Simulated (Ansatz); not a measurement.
# Ti2AlC: straining the crystal, biaxial strain in the a-b plane

Aim: apply biaxial strain in the a-b plane to Ti2AlC from -3 to +3 %, where the length and tilt of c and the atoms relax, and follow energy, stress and any gap.

Program: Ansatz 0.2.0. Level of theory: DFT r2SCAN, scalar-relativistic, plane waves, PAW. These are calculated values, not measurements.

2 further runs of the same task are left out: 2 set aside as unsound or not needed.

## (1) The structure to begin with

The structure is hexagonal, space group P6_3/mmc (No. 194). Conventional cell: a = 3.055 Å, b = 3.055 Å, c = 13.718 Å, α = 90.00°, β = 90.00°, γ = 120.00°. Ti (site symmetry 3m) is surrounded by 3 C at 2.10 Å. Al (site symmetry -6m2) is surrounded by 6 Ti at 2.89 Å and 6 Al at 3.05 Å. Around C (site symmetry -3m) lie 6 Ti at 2.10 Å.

As a file:

```cif
data_structure
_symmetry_space_group_name_H-M 'P 1'
_symmetry_Int_Tables_number 1
_cell_length_a 3.0547
_cell_length_b 3.0547
_cell_length_c 13.7182
_cell_angle_alpha 90.000
_cell_angle_beta 90.000
_cell_angle_gamma 120.000
_cell_volume 110.86
loop_
_atom_site_label
_atom_site_type_symbol
_atom_site_fract_x
_atom_site_fract_y
_atom_site_fract_z
_atom_site_occupancy
Ti1 Ti 0.33333 0.66667 0.08346 1
Ti2 Ti 0.66667 0.33333 0.58346 1
Ti3 Ti 0.66667 0.33333 0.91654 1
Ti4 Ti 0.33333 0.66667 0.41654 1
Al1 Al 0.33333 0.66667 0.75000 1
Al2 Al 0.66667 0.33333 0.25000 1
C1 C 0.00000 0.00000 0.00000 1
C2 C 0.00000 0.00000 0.50000 1
```

It goes back to an entry of the Materials Project, which need not be the stable form.

This cell was relaxed beforehand with the same method: volume 13.86 Å³/atom, gap on the mesh none (metal).

The unstrained cell comes from an earlier run at this level (8 atoms, E(σ→0) -11608.0347 eV, gap none (metal)).

## (2) The cell strained by -1.5 %

input.yaml reads:

```yaml
crystal:
  lattice:
    - [3.0089208911, 0.0, 0.0]
    - [-1.5044604456, 2.6058019297, 0.0]
    - [0.0, 0.0, 13.8416978074]
  atoms:
    - { symbol: Ti, position: [0.3333333333, 0.6666666667, 0.0834562196] }
    - { symbol: Ti, position: [0.6666666667, 0.3333333333, 0.5834562196] }
    - { symbol: Ti, position: [0.6666666667, 0.3333333333, 0.9165437804] }
    - { symbol: Ti, position: [0.3333333333, 0.6666666667, 0.4165437804] }
    - { symbol: Al, position: [0.3333333333, 0.6666666667, 0.75] }
    - { symbol: Al, position: [0.6666666667, 0.3333333333, 0.25] }
    - { symbol: C, position: [0.0, 0.0, 0.0] }
    - { symbol: C, position: [0.0, 0.0, 0.5] }
basis:
  ecutwfc: 500
kpoints:
  mp_grid: { grid: [12, 12, 4] }
hamiltonian:
  xc: r2scan
scf:
  occupations: { method: gaussian, width: 0.1 }
output:
  forces: true
  stress: true
  eigenvalues: true
relax:
  adjacent_minimum: "off"
  f_tol: 0.008
  max_steps: 40
  cell: { stress_tol: 0.015, fix: [a, b, gamma] }
```

Started as:

```
$ ansatz run input.yaml --threads 2 --pin off --max-ram 5120MiB --backend cpu --events-out ev --progress --plain --runs-dir out
```

Further runs follow: At +1.5 %; strain -3.0 %; strain +3.0 %.

**Question.** What will these runs give? Wanted: (1/V) d²E/dε² at zero strain, cubic fit; strain of the free axis c per applied strain.

The runs gave:

| quantity | value |
| --- | --- |
| largest energy cost | 30.5 meV/atom at -3.0 % |
| (1/V) d²E/dε² at zero strain, cubic fit | 729 GPa |
| strain of the free axis c per applied strain | -0.42 |

What this shows: The curvature of the energy, 729 GPa, is twice the biaxial modulus. Compression by 3 % costs 30.5 meV/atom and stretching 26.3. The free axis c moves against the applied strain (factor -0.42).
